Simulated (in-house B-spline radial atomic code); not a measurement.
# Pt²⁺ in a hard spherical wall

Aim: energy and levels of Pt²⁺ squeezed by an impenetrable sphere of shrinking radius. More than one configuration is followed.

Method: Dirac-Hartree-Fock, average of configuration, Fermi nucleus, basis-set limit. Code: in-house B-spline radial atomic code version 1.

**1. Starting point**

| Quantity | Value |
| --- | --- |
| element | platinum (Z = 78) |
| charge | +2 |
| electrons | 76 |
| configuration | [Xe] 4f14 5d8 |
| Hamiltonian | Dirac-Coulomb |
| nucleus | Fermi, rms radius 5.427 fm |

The outer shells:

[Xe] 4f14 5d8
```
[Xe] core
4f [↑↓][↑↓][↑↓][↑↓][↑↓][↑↓][↑↓]
5d [↑↓][↑↓][↑↓][↑ ][↑ ]
```

The boxes draw the filling by Hund's rule, which heavy ions in jj coupling don't follow; these runs average over all states of the configuration.

The run's settings:

```ini
Z = 78
electrons = 76.0
configuration = [Xe] 4f14 5d8
hamiltonian = dirac
method = hf
spin_polarised = False
nucleus = fermi
rms_radius = 5.427
mass_number = 195
atomic_mass = 194.964794325
speed_of_light = 137.035999084
```

This reference run was done before. Its total energy is -18433.943440 hartree, and its levels are (the highest eight at most):

| orbital | occupation | energy (eV) | <r> (bohr) |
| --- | --- | --- | --- |
| 4d5/2 | 6 | -360.05 | 0.4723 |
| 5s1/2 | 2 | -141.01 | 0.9671 |
| 4f5/2 | 6 | -114.32 | 0.5087 |
| 4f7/2 | 8 | -110.68 | 0.5156 |
| 5p1/2 | 2 | -101.64 | 1.046 |
| 5p3/2 | 4 | -86.006 | 1.137 |
| 5d3/2 | 3.2 | -32.690 | 1.508 |
| 5d5/2 | 4.8 | -31.133 | 1.563 |

**2. Wall at 9.8 bohr, configuration [Xe] 4f14 5d8**

The run's settings:

```ini
Z = 78
electrons = 76.0
configuration = [Xe] 4f14 5d8
hamiltonian = dirac
method = hf
spin_polarised = False
nucleus = fermi
rms_radius = 5.427
mass_number = 195
atomic_mass = 194.964794325
speed_of_light = 137.035999084
wall_radius = 9.8
```

**3. Wall at 3.47 bohr, configuration [Xe] 4f14 5d8**

Settings: those of step 2 with these lines changed.

```diff
@@ -11,2 +11,2 @@
 speed_of_light = 137.035999084
-wall_radius = 9.8
+wall_radius = 3.47
```

**4. Wall at 1.67 bohr, configuration [Xe] 4f14 5d8**

Settings: those of step 3 with these lines changed.

```diff
@@ -11,2 +11,2 @@
 speed_of_light = 137.035999084
-wall_radius = 3.47
+wall_radius = 1.67
```

**5. Wall at 9.8 bohr, configuration [Kr] 4d9 4f14 5s2 5p6 5d8 5f1**

The run's settings:

```ini
Z = 78
electrons = 76.0
configuration = [Kr] 4d9 4f14 5s2 5p6 5d8 5f1
hamiltonian = dirac
method = hf
spin_polarised = False
nucleus = fermi
rms_radius = 5.427
mass_number = 195
atomic_mass = 194.964794325
speed_of_light = 137.035999084
wall_radius = 9.8
```

**6. Wall at 3.47 bohr, configuration [Kr] 4d9 4f14 5s2 5p6 5d8 5f1**

Settings: those of step 5 with these lines changed.

```diff
@@ -11,2 +11,2 @@
 speed_of_light = 137.035999084
-wall_radius = 9.8
+wall_radius = 3.47
```

**7. Wall at 1.67 bohr, configuration [Kr] 4d9 4f14 5s2 5p6 5d8 5f1**

Settings: those of step 6 with these lines changed.

```diff
@@ -11,2 +11,2 @@
 speed_of_light = 137.035999084
-wall_radius = 3.47
+wall_radius = 1.67
```

**8. Wall at 9.8 bohr, configuration [Kr] 4d10 4f14 5s2 5p5 5d8 5f1**

The run's settings:

```ini
Z = 78
electrons = 76.0
configuration = [Kr] 4d10 4f14 5s2 5p5 5d8 5f1
hamiltonian = dirac
method = hf
spin_polarised = False
nucleus = fermi
rms_radius = 5.427
mass_number = 195
atomic_mass = 194.964794325
speed_of_light = 137.035999084
wall_radius = 9.8
```

**9. Wall at 3.47 bohr, configuration [Kr] 4d10 4f14 5s2 5p5 5d8 5f1**

Settings: those of step 8 with these lines changed.

```diff
@@ -11,2 +11,2 @@
 speed_of_light = 137.035999084
-wall_radius = 9.8
+wall_radius = 3.47
```

**10. Wall at 1.67 bohr, configuration [Kr] 4d10 4f14 5s2 5p5 5d8 5f1**

Settings: those of step 9 with these lines changed.

```diff
@@ -11,2 +11,2 @@
 speed_of_light = 137.035999084
-wall_radius = 3.47
+wall_radius = 1.67
```

**Question.** What do the energy and the highest level do as the wall closes in, and which configuration is lower at each radius?

**Answer**, as computed:

| configuration | radius (bohr) | energy above the free system (eV) | highest level (eV) |
| --- | --- | --- | --- |
| [Xe] 4f14 5d8 | 9.8 | below noise | -31.133 (5d5/2) |
| [Xe] 4f14 5d8 | 3.47 | 5.689 | -28.343 (5d5/2) |
| [Xe] 4f14 5d8 | 1.67 | 564.39 | 55.316 (5d5/2) |
| [Kr] 4d9 4f14 5s2 5p6 5d8 5f1 | 9.8 | 347.83 | -7.622 (5f5/2) |
| [Kr] 4d9 4f14 5s2 5p6 5d8 5f1 | 3.47 | 368.49 | 9.877 (5f5/2) |
| [Kr] 4d9 4f14 5s2 5p6 5d8 5f1 | 1.67 | 990.33 | 140.83 (5f7/2) |
| [Kr] 4d10 4f14 5s2 5p5 5d8 5f1 | 9.8 | 80.961 | -7.645 (5f5/2) |
| [Kr] 4d10 4f14 5s2 5p5 5d8 5f1 | 3.47 | 102.18 | 9.926 (5f5/2) |
| [Kr] 4d10 4f14 5s2 5p5 5d8 5f1 | 1.67 | 734.20 | 144.10 (5f7/2) |

For [Xe] 4f14 5d8 the energy above the free reference is below noise at 9.8 bohr and 564.39 eV at 1.67 bohr. Its highest level passes zero between 3.47 and 1.67 bohr; in smaller spheres the level is positive, pushed up by confinement, and the wall keeps the electron in. Of [Xe] 4f14 5d8 and [Kr] 4d9 4f14 5s2 5p6 5d8 5f1, the first stays lower at every radius that both share. At 1.67 bohr the lowest of all 3 is [Xe] 4f14 5d8. A hard wall is a crude model of an atom's surroundings.
